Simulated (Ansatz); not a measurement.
# BH2NaSe: the cost of one run

Method: RKS B3LYP/def2-SVP, in Ansatz 0.2.0.

### 1 The starting structure

Bond lengths: B1–Se2 1.874 Å, Se2–Na3 2.550 Å, B1–H4 1.174 Å, B1–H5 1.175 Å. Angles: B1–Se2–Na3 94.2°, Se2–B1–H4 119.3°, Se2–B1–H5 119.3°, H4–B1–H5 121.4°.

Structure file:

```xyz
5

B    -0.5477    0.3476   -0.3996
Se    0.8663   -0.8308   -0.7492
Na    1.6312   -0.9335    1.6811
H    -1.6056   -0.0880   -0.1352
H    -0.3442    1.5047   -0.3970
```

### 2 Relaxing end A

Input file input.yaml:

```yaml
crystal:
  periodic: [false, false, false]
  atoms:
    - { symbol: B, position_ang: [-0.54773, 0.34755, -0.39962] }
    - { symbol: Se, position_ang: [0.86629, -0.83078, -0.74925] }
    - { symbol: Na, position_ang: [1.63117, -0.93347, 1.6811] }
    - { symbol: H, position_ang: [-1.60556, -0.08799, -0.13519] }
    - { symbol: H, position_ang: [-0.34417, 1.50469, -0.39704] }
basis:
  gaussian: { orbitals: def2-SVP }
hamiltonian:
  xc: b3lyp
relax:
  f_tol: 0.02
  max_steps: 50
```

Started as:

```sh
$ ansatz run input.yaml --threads 1 --pin off --max-ram 2048MiB --backend cpu --events-out ev --progress --plain --runs-dir out
```

Q: Estimate wall time and peak memory on 1 thread of Intel Xeon Platinum 8375C at 2.90GHz (Ice Lake), shared host.

About 39 s, with a peak of 0.16 GiB.
